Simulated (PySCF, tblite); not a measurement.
# C₆H₁₂GeSe: geometry, infrared bands and NMR shifts

Wanted: the infrared bands and NMR shifts of C₆H₁₂GeSe (`C[Se]/C=C1/C[CH2][GeH2][CH2]1`), by calculation.

Programs: tblite 0.8.0 and PySCF 2.14.0, with density-fitted response routines of our own. Each step states its level of theory. These are calculated values for one molecule in the gas phase, unless marked as measured. Atoms are numbered from 0 throughout.

## (1) Starting geometry

20 atoms, charge 0, multiplicity 1; geometry from: force field or distance geometry start.

Bonds of the start (Å): C0–Se1 1.95, Se1–C2 1.91, C2–C3 1.35, C3–C4 1.50, C4–C5 1.53, C5–Ge6 1.92, Ge6–C7 1.93, C7–C3 1.51, C0–H8 1.11, C0–H9 1.10, C0–H10 1.10, C2–H11 1.09, C4–H12 1.11, C4–H13 1.11, C5–H14 1.11, C5–H15 1.10, Ge6–H16 1.55, Ge6–H17 1.56, C7–H18 1.11, C7–H19 1.11.

## (2) Optimising the geometry with GFN2-xTB

Job settings and geometry (Å):

```
{"job": {"kind": "relax", "xc": "GFN2-xTB", "basis": "xTB"}, "charge": 0, "multiplicity": 1}
C      3.386300    -0.128500     0.049700
Se     2.409900     0.925300     1.369600
C      1.016900     1.314600     0.122600
C     -0.106700     0.580500    -0.001400
C     -1.169800     0.955900    -0.995200
C     -2.200800    -0.165000    -1.177400
Ge    -2.095000    -1.255800     0.401900
C     -0.346600    -0.613200     0.896500
H      2.755100    -0.978300    -0.288300
H      3.631600     0.515000    -0.812700
H      4.307600    -0.522100     0.501000
H      1.139600     2.183500    -0.516900
H     -0.706100     1.178200    -1.977500
H     -1.675200     1.877400    -0.648600
H     -3.223600     0.252800    -1.301400
H     -1.934300    -0.789800    -2.040800
H     -3.152200    -0.814300     1.452000
H     -2.097600    -2.777600     0.071100
H      0.401500    -1.405700     0.706800
H     -0.345700    -0.322300     1.969100
```

Launch:

```bash
> OMP_NUM_THREADS=1 python probes_run.py task.json out
```

One launch serves the whole session: the jobs run in the order shown.

**Question.** This job is followed by: GFN2-xTB harmonic vibrations, gas phase; GIAO PBE0/pcSseg-1 NMR shielding, non-relativistic, gas phase. Predict these results of the whole session: strongest single infrared mode (GFN2-xTB); zero-point energy (GFN2-xTB); ¹³C shifts against TMS (PBE0/pcSseg-1); ¹H shifts against TMS (PBE0/pcSseg-1, means over atoms taken as alike); ⁷⁷Se shifts against Me2Se (PBE0/pcSseg-1); ⁷³Ge shifts against GeMe4 (PBE0/pcSseg-1).

As calculated:

```
                                                              quantity                                     value
                             strongest single infrared mode (GFN2-xTB)                     2007 cm⁻¹, 496 km/mol
                                          zero-point energy (GFN2-xTB)                             96.5 kcal/mol
                                ¹³C shifts against TMS (PBE0/pcSseg-1)  148.2, 130.5, 41.6, 17.4, 15.3, 14.2 ppm
¹H shifts against TMS (PBE0/pcSseg-1, means over atoms taken as alike)    5.77, 4.14, 2.40, 2.13, 1.70, 1.11 ppm
                             ⁷⁷Se shifts against Me2Se (PBE0/pcSseg-1)                                   137 ppm
                             ⁷³Ge shifts against GeMe4 (PBE0/pcSseg-1)                                  -132 ppm
```

What this shows: Relaxing lowered the energy by 0.501 eV in 169 steps; the close pair that moved most is C5–Ge6, from 1.922 to 1.985 Å. All 54 modes are real, so the xTB geometry is a minimum. The strongest single mode, at 2007 cm⁻¹, moves mainly H17 and H16. GFN2-xTB is a fitted tight-binding method: band positions and strengths are rough. Its intensities can rank the bands wrongly. The most deshielded hydrogen is H11 (hydrogen on an alkene CH), at 5.77 ppm: a vinylic proton, deshielded by the sp2 carbon and the C=C anisotropy. At PBE0/pcSseg-1: Shielding is most anisotropic at Se1 (span 834 ppm, paramagnetic term -1378 ppm). Spin-orbit coupling is left out, which matters for shieldings and couplings at and beside the heavy atoms.
